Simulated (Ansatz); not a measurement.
# C2H5GeNS: a ladder of functionals and wavefunction methods

Aim: compute C2H5GeNS with functionals from several rungs and with coupled cluster, and see how far each lands from CCSD(T) at the basis-set limit for the atomisation energy.

Program: Ansatz 0.2.0, Gaussian basis. Level of theory: functionals in def2-TZVPP, the program's frozen cores in correlated methods. These are calculated values, not measurements.

Plan: PBE-D4, r2SCAN-D4, PBE0-D4, B3LYP-D4, ωB97X-V, ωB97M-V, B2PLYP; CCSD(T)/def2-TZVPP; MP2/def2-QZVPP; extrapolation to the limit.

## 1. Structure used throughout

An earlier PBE0-D4 in a triple-zeta def2 set relaxation fixed the geometry.

SMILES `S[CH]1N=[CH][GeH2]1`, 10 atoms, charge 0, spin multiplicity 1.

Atoms are counted from 1 here; the program's logs count them from 0.

Bond lengths: S1–C2 1.810 Å, S1–H6 1.343 Å, C2–N3 1.472 Å, C2–Ge5 2.009 Å, C2–H7 1.091 Å, N3–C4 1.277 Å, C4–Ge5 1.967 Å, C4–H8 1.090 Å, Ge5–H9 1.543 Å, Ge5–H10 1.537 Å. Angles: C2–S1–H6 95.6°, S1–C2–N3 108.4°, S1–C2–Ge5 119.5°, S1–C2–H7 109.4°, N3–C2–Ge5 89.7°, N3–C2–H7 110.1°, Ge5–C2–H7 117.4°, C2–N3–C4 105.7°, N3–C4–Ge5 97.7°, N3–C4–H8 121.0°, Ge5–C4–H8 141.3°, C2–Ge5–C4 67.0°, C2–Ge5–H9 120.3°, C2–Ge5–H10 117.4°, C4–Ge5–H9 118.1°, C4–Ge5–H10 118.5°, H9–Ge5–H10 110.0°.

Coordinates:

```
S    -0.10898    1.57979    1.64235
C     0.07254    0.85384   -0.00612
N     1.44427    0.33527   -0.13846
C     1.31971   -0.90965   -0.39231
Ge   -0.64510   -0.98859   -0.36119
H    -1.36703    2.01157    1.45832
H    -0.11357    1.61875   -0.76142
H     2.19407   -1.53804   -0.56088
H    -1.38138   -1.29552   -1.68226
H    -1.33140   -1.71854    0.80488
```

## 2. PBE-D4 (GGA)

Input file in.yaml:

```yaml
crystal:
  periodic: [false, false, false]
  atoms:
    - {symbol: S, position_ang: [-0.108985, 1.579793, 1.642349]}
    - {symbol: C, position_ang: [0.072536, 0.853839, -0.006122]}
    - {symbol: N, position_ang: [1.444266, 0.335275, -0.138464]}
    - {symbol: C, position_ang: [1.319709, -0.909650, -0.392311]}
    - {symbol: Ge, position_ang: [-0.645102, -0.988585, -0.361187]}
    - {symbol: H, position_ang: [-1.367033, 2.011574, 1.458318]}
    - {symbol: H, position_ang: [-0.113575, 1.618755, -0.761418]}
    - {symbol: H, position_ang: [2.194069, -1.538036, -0.560881]}
    - {symbol: H, position_ang: [-1.381383, -1.295521, -1.682262]}
    - {symbol: H, position_ang: [-1.331402, -1.718543, 0.804875]}
basis:
  gaussian: {orbitals: def2-TZVPP}
hamiltonian: {xc: pbe, dispersion: d4}
output: {forces: true, orbitals: {seedname: orbitals}}
```

On the command line:

```
$ ansatz run in.yaml --threads 4 --pin off --events-out ev --progress --plain --max-ram 10444MiB
```

After this run come: r2SCAN-D4 (meta-GGA); PBE0-D4 (hybrid); B3LYP-D4 (hybrid); ωB97X-V (range-separated); ωB97M-V (range-separated); B2PLYP (double hybrid); CCSD(T) in def2-TZVPP; MP2 in def2-QZVPP.

Before running them: what should the planned runs give, taken together? Wanted: atomisation energy, CCSD(T)/CBS; farthest; mean size of error, hybrid; mean size of error, range-separated; gap, smallest and largest; T1 diagnostic; triples share of the correlation energy.

The runs gave:

```
                               quantity                                           value
        atomisation energy, CCSD(T)/CBS                                  823.2 kcal/mol
functionals within 8.2 kcal/mol (1.0 %)  r2SCAN-D4, PBE0-D4, B3LYP-D4, ωB97X-V, ωB97M-V
                               farthest                         PBE-D4 (+26.5 kcal/mol)
             mean size of error, hybrid                                    3.8 kcal/mol
    mean size of error, range-separated                                    3.1 kcal/mol
              gap, smallest and largest            3.32 eV (PBE-D4), 10.17 eV (ωB97X-V)
                          T1 diagnostic                                          0.0127
triples share of the correlation energy                                           4.6 %
```

What this shows: PBE-D4 misses by +26.5 kcal/mol. Double hybrids carry the basis error of their MP2 part in triple zeta, and no dispersion term here, so their miss is partly the set-up's. Misses under about 8.2 kcal/mol are within the doubt on the reference itself, which lacks core-valence correlation, relativity and higher excitations, and its outer-core shells are covered unevenly. Hartree-Fock recovers 66 % of the binding; the rest is correlation. The gap grows from 3.3 to 10.2 eV across the functionals, mostly with the share of exact exchange. Correlated methods include outer-core shells of Ge, which these sets cover unevenly.
